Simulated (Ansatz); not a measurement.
Write the native input for Ansatz 0.2.0 that does the following.

| Quantity | Value |
| --- | --- |
| Task | relaxation of cell and atoms |
| Functional | BLYP |
| Dispersion | D3(BJ) |
| Potentials or basis | Ansatz PAW |
| Cutoff | 420 eV (not typed: the program's choice for these potentials) |
| k mesh | 9 × 9 × 9 |
| Occupations | fermi-dirac, width 0.05 eV |
| Spin | no spin polarisation |

Crystal: MgB.

```
Mg B
1.0
     2.89515    0.00000    0.00000
     0.00000    2.89515    0.00000
     0.00000    0.00000    2.89515
Mg B
1 1
Direct
  0.00000 0.00000 0.00000
  0.50000 0.50000 0.50000
```

The cell was built by a generator and needn't be a form met in nature.

The input as run:

input.yaml

```yaml
crystal:
  lattice:
    - [2.89515, 0.0, 0.0]
    - [0.0, 2.89515, 0.0]
    - [0.0, 0.0, 2.89515]
  atoms:
    - { symbol: Mg, position: [0.0, 0.0, 0.0] }
    - { symbol: B, position: [0.5, 0.5, 0.5] }
hamiltonian:
  xc: blyp
  pseudopotentials: { kind: paw }
  dispersion: d3bj
kpoints:
  mp_grid: { grid: [9, 9, 9] }
scf:
  occupations: { method: fermi_dirac, width: 0.05 }
output:
  forces: true
  stress: true
  eigenvalues: true
  write_density: true
  write_potential: true
  elf: true
  volumetric_format: npy
relax:
  f_tol: 0.01
  max_steps: 40
  cell: { stress_tol: 0.05 }
```

Potentials or basis: Ansatz PAW.

Command:

```console
$ ansatz run input.yaml --threads 2 --pin off --max-ram 5632MiB --backend cpu --events-out ev --progress --plain --runs-dir out
```

It gave:

```yaml
Relaxed_volume: 11.24 Å³/atom
Relaxed_cell: a = 2.823 Å, b = 2.823 Å, c = 2.823 Å, α = 90.00°, β = 90.00°, γ = 90.00°
Space_group_after_relaxing_to_0.05_Å: Pm-3m (No. 221)
Energy_gained_by_relaxing: 17.8 meV/atom
Ionic_steps: 7
Pressure_after_relaxing: 0.0 GPa
Band_gap_on_the_k_mesh: none (metal or under the smearing width)
```

Caveat: the plane-wave basis is chosen anew once the cell has moved, so the energies of steps on either side of that aren't comparable; pairwise dispersion overbinds metals, which lowers pressure and volume; the PAW data sets come from PBE, with cores solved anew for the run's functional, which leaves a small shift of forces and pressure.

It took 3.6 s on 2 threads of Intel(R) Xeon(R) Processor @ 2.70GHz (shared host), peak memory 0.31 GiB.
